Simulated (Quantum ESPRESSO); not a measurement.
## GaSb2: Wannier functions under several settings

```
Ga Sb
1.0
     4.11137    0.00000    0.00000
    -2.05568    3.56055    0.00000
     0.00000    0.00000    4.55655
Ga Sb
1 2
Cartesian
  0.0000 0.0000 0.0000
  0.0000 2.3737 2.2783
  2.0557 1.1869 2.2783
```

The cell was built by a generator and needn't be a form met in nature.

All runs used Quantum ESPRESSO 7.5; potentials GBRV 1.5 PBE; k mesh 6 × 6 × 5; given cell; no spin polarisation; cutoff 762 eV; occupations fermi-dirac, width 0.05 eV.

| level | start | Wannier mesh | spread a function (Å²) | RMS miss of the bands (meV) |
| --- | --- | --- | --- | --- |
| PBE | atomic projections with disentanglement | 5 × 5 × 4 | 1.63 | 28 |
| PBE | atomic projections with disentanglement, not minimised | 5 × 5 × 4 | 1.83 | 31 |
| PBE | SCDM with an erfc weight | 5 × 5 × 4 | ? | ? |

Task: What stands in the row left open?

Result: Spread a function 2.35 Å²; RMS miss of the bands 170 meV.

Caveats: the Wannier minimisation didn't converge (some runs).

For the row left open. Caveat: the k mesh is coarse.
